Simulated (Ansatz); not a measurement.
# C2H7Ge: the cost of one run

Method: the settings change from run to run; program: Ansatz 0.2.0, Gaussian basis.

## Step 1: The geometry

The geometry comes from an earlier relaxation with PBE0-D4 in a triple-zeta def2 set; it is a stationary point, not always the lowest conformer.

SMILES `[CH3][GeH][CH3]`, 10 atoms, charge 0, spin multiplicity 2.

Atoms are counted from 1 here; the program's logs count them from 0.

Bond lengths: C1–Ge2 1.964 Å, C1–H4 1.094 Å, C1–H5 1.090 Å, C1–H6 1.091 Å, Ge2–C3 1.964 Å, Ge2–H7 1.553 Å, C3–H8 1.091 Å, C3–H9 1.094 Å, C3–H10 1.090 Å. Angles: Ge2–C1–H4 109.6°, Ge2–C1–H5 110.7°, Ge2–C1–H6 110.4°, H4–C1–H5 108.7°, H4–C1–H6 108.6°, H5–C1–H6 108.8°, C1–Ge2–C3 110.6°, C1–Ge2–H7 109.9°, C3–Ge2–H7 109.9°, Ge2–C3–H8 110.4°, Ge2–C3–H9 109.6°, Ge2–C3–H10 110.7°, H8–C3–H9 108.6°, H8–C3–H10 108.8°, H9–C3–H10 108.7°.

## Step 2: B2PLYP/aug-cc-pVDZ

Set apart from the defaults: charge -1, multiplicity 1, unrestricted orbitals, high accuracy.

Input file in.yaml:

```yaml
crystal:
  periodic: [false, false, false]
  atoms:
    - {symbol: C, position_ang: [-1.196461, 0.872859, -0.659740]}
    - {symbol: Ge, position_ang: [0.709689, 0.505296, -0.363257]}
    - {symbol: C, position_ang: [0.942211, -0.870243, 1.018878]}
    - {symbol: H, position_ang: [-1.703480, -0.044692, -0.971090]}
    - {symbol: H, position_ang: [-1.327332, 1.624873, -1.437967]}
    - {symbol: H, position_ang: [-1.660798, 1.232947, 0.259049]}
    - {symbol: H, position_ang: [1.371578, 0.041149, -1.688888]}
    - {symbol: H, position_ang: [0.502252, -0.539926, 1.960574]}
    - {symbol: H, position_ang: [0.445825, -1.793025, 0.705882]}
    - {symbol: H, position_ang: [1.999715, -1.080441, 1.179458]}
basis:
  gaussian: {orbitals: aug-cc-pVDZ}
total_charge: -1
magnetization: {spin_polarized: true, initial_magnetization: 0}
hamiltonian: {xc: {name: B2PLYP}}
accuracy: high
output: {forces: true}
```

Started as:

```console
ansatz run in.yaml --threads 4 --pin off --events-out ev --progress --plain --max-ram 10444MiB
```

What time and memory should one allow on 4 threads of Arm Neoverse V1, shared host?

About 40 s, with a peak of 1.2 GiB.
